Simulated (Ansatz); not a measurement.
# FGeH5O2Si: how energies converge with the basis set

Aim: see how fast density functionals converge with the basis set for FGeH5O2Si.

The runs use Ansatz 0.2.0, Gaussian basis; one geometry, several basis sets.

Plan: PBE0-D4/def2-SVP; ωB97M-V/def2-SVP; PBE0-D4/def2-QZVPP; ωB97M-V/def2-QZVPP; the functionals' def2-TZVPP values are taken from earlier runs.

## Step 1: Structure used throughout

The geometry comes from an earlier relaxation with PBE0-D4 in a triple-zeta def2 set; it is a stationary point, not always the lowest conformer.

10 atoms, charge 0, spin multiplicity 1.

Atoms are counted from 1 here; the program's logs count them from 0.

Bond lengths: O1–Ge2 1.787 Å, O1–H6 0.961 Å, Ge2–Si3 2.391 Å, Ge2–H7 1.538 Å, Ge2–H8 1.541 Å, Si3–O4 1.641 Å, Si3–F5 1.600 Å, Si3–H9 1.486 Å, O4–H10 0.959 Å. Angles: Ge2–O1–H6 110.4°, O1–Ge2–Si3 105.3°, O1–Ge2–H7 107.8°, O1–Ge2–H8 108.1°, Si3–Ge2–H7 113.7°, Si3–Ge2–H8 112.5°, H7–Ge2–H8 109.1°, Ge2–Si3–O4 101.3°, Ge2–Si3–F5 111.6°, Ge2–Si3–H9 117.6°, O4–Si3–F5 110.4°, O4–Si3–H9 110.9°, F5–Si3–H9 105.1°, Si3–O4–H10 119.8°.

## Step 2: PBE0-D4 in def2-SVP

File in.yaml:

```yaml
crystal:
  periodic: [false, false, false]
  atoms:
    - {symbol: O, position_ang: [-1.248779, 0.471922, 1.735297]}
    - {symbol: Ge, position_ang: [-1.028836, 0.972383, 0.033656]}
    - {symbol: Si, position_ang: [0.771030, -0.368142, -0.791083]}
    - {symbol: O, position_ang: [1.062986, -1.341041, 0.497491]}
    - {symbol: F, position_ang: [2.061211, 0.518007, -1.123918]}
    - {symbol: H, position_ang: [-0.651247, -0.249386, 1.951955]}
    - {symbol: H, position_ang: [-0.731367, 2.481559, 0.021089]}
    - {symbol: H, position_ang: [-2.350087, 0.711809, -0.715809]}
    - {symbol: H, position_ang: [0.526231, -1.171558, -2.016705]}
    - {symbol: H, position_ang: [1.671956, -2.076853, 0.411026]}
basis:
  gaussian: {orbitals: def2-SVP}
hamiltonian: {xc: pbe0, dispersion: d4}
output: {orbitals: {seedname: orbitals}}
```

Further steps of the session: ωB97M-V in def2-SVP; PBE0-D4 in def2-QZVPP; ωB97M-V in def2-QZVPP.

Q: Predict the results of all the runs planned. Wanted: PBE0-D4: double and triple zeta above quadruple; ωB97M-V: double and triple zeta above quadruple.

**Answer**, as computed:

| quantity | value |
| --- | --- |
| PBE0-D4: double and triple zeta above quadruple | 20.84, 1.91 eV |
| ωB97M-V: double and triple zeta above quadruple | 20.94, 1.84 eV |

**Reading.** For PBE0-D4 the step from double to triple zeta gains 18.94 eV and the next only 1.91 eV. Total energies overstate the basis error of differences, where much of it tends to cancel. The LUMO of ωB97M-V is positive and keeps falling with the basis (1.55 to 0.70 eV): an unbound level that the basis holds in place.
